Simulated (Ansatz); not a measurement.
The same path of a periodic cell of 18 atoms, W4C4F (surface WC(001), adsorbate F2, already come apart at the first end) was run twice with different band settings. Lost on the way: C16–F18. Made: C4–F18.

Computed with Ansatz 0.2.0, DFT PBE, scalar-relativistic, plane waves, PAW. Settings: PAW set soft_1, cutoff 420 eV, k mesh 5x5x1, gaussian smearing 0.15 eV, no spin polarisation.

Relaxed end points:

```xyz
18
Lattice="5.6723 0.0000 0.0000 -2.8361 4.9123 0.0000 0.0000 0.0000 16.1797" Properties=species:S:1:pos:R:3
W 0.000 0.000 1.000
C 1.420 0.820 2.337
W 0.000 0.000 3.874
C 1.375 0.793 5.056
W -1.418 2.456 1.000
C 0.002 3.276 2.337
W -1.418 2.456 3.874
C -0.043 3.250 5.056
W 2.836 0.000 1.000
C 4.251 0.817 2.353
W 2.827 -0.005 3.900
C 4.277 0.832 5.202
W 1.418 2.456 1.000
C 2.833 3.273 2.353
W 1.409 2.451 3.901
C 2.860 3.288 5.202
F -1.439 0.805 6.532
F -2.855 3.262 6.532
```

```xyz
18
Lattice="5.6723 0.0000 0.0000 -2.8361 4.9123 0.0000 0.0000 0.0000 16.1797" Properties=species:S:1:pos:R:3
W 0.000 0.000 1.000
C 1.418 0.823 2.353
W 0.000 0.001 3.874
C 1.418 0.792 5.202
W -1.418 2.456 1.000
C 0.000 3.274 2.337
W -1.418 2.467 3.901
C 0.000 3.325 5.057
W 2.836 0.000 1.000
C 4.254 0.823 2.353
W 2.836 0.001 3.874
C 4.254 0.792 5.202
W 1.418 2.456 1.000
C 2.836 3.274 2.337
W 1.418 2.467 3.901
C 2.836 3.325 5.057
F -1.418 0.843 6.532
F -4.254 0.843 6.532
```

Common settings: optimiser quadratic models (default); force threshold 0.05 eV/Å; end points relaxed; atoms held 1, 5, 9, 13.

| run | movable images | climbing image | spring | start path | iteration limit |
| --- | --- | --- | --- | --- | --- |
| 1 | 7 | yes | 10.0 eV/Å² | IDPP | 15 |
| 2 | 4 | from the first iteration | 5.0 eV/Å² | default | 30 |

Problem. What does each run give, and how far can it be trusted?

Solution. Run 1: converged after 7 iterations, highest image 2.356 eV above the first end. The order of the point at the top wasn't checked.
Run 2: converged after 7 iterations, highest image 2.356 eV above the first end. Neighbouring images differ by up to 1.8 eV, so the band resolves the path poorly. The order of the point at the top wasn't checked.
Limits of this set-up: coarse k mesh, thin slab, slab without dipole correction, no dispersion correction for a molecule that may bind weakly, a typed lattice constant that wasn't relaxed here.
